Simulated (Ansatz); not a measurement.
The system is LaPb2.

```
Pb La
1.0
    -2.06634    2.06634    5.63845
     2.06634   -2.06634    5.63845
     2.06634    2.06634   -5.63845
Pb La
2 1
Direct
  0.68639 0.68639 0.00000
  0.31361 0.31361 0.00000
  0.00000 0.00000 0.00000
```

The cell comes from a database or a generator and needn't be the stable form of this composition.

* Program: Ansatz 0.2.0
* Task: single point
* Functional: PBE
* Potentials or basis: Ansatz PAW
* Cutoff: 420 eV (not typed: the program's choice for these potentials)
* k mesh: 9 × 9 × 9
* Occupations: fermi-dirac, width 0.05 eV
* Spin: no spin polarisation

On this cell: pressure 0.1 GPa; largest force 0.078 eV/Å; band gap on the k mesh none (metal or under the smearing width).

The same run follows on a disturbed copy (atoms moved at random, drawn with an rms of 0.05 Å):

```xyz
3
Lattice="-2.0663 2.0663 5.6384 2.0663 -2.0663 5.6384 2.0663 2.0663 -5.6384" Properties=species:S:1:pos:R:3 pbc="T T T"
Pb   -0.0316    0.0285    7.6970
Pb    0.0295    0.0290    3.5509
La    0.0225    0.0201   -0.0216
```

Question: What does the disturbed cell give?

Answer: The energy (extrapolated to zero smearing) moves by +1.5 meV/atom; pressure 0.0 GPa; largest force 0.147 eV/Å; band gap on the k mesh none (metal or under the smearing width).

Forces in eV/Å, atoms in the order of the input:
```
Pb   0.138 -0.001  0.050
Pb  -0.129 -0.003 -0.070
La  -0.009  0.004  0.021
```

Stress tensor (GPa, compression positive):
```
-0.51  0.00 -0.05
 0.00 -0.43  0.00
-0.05  0.00  0.81
```
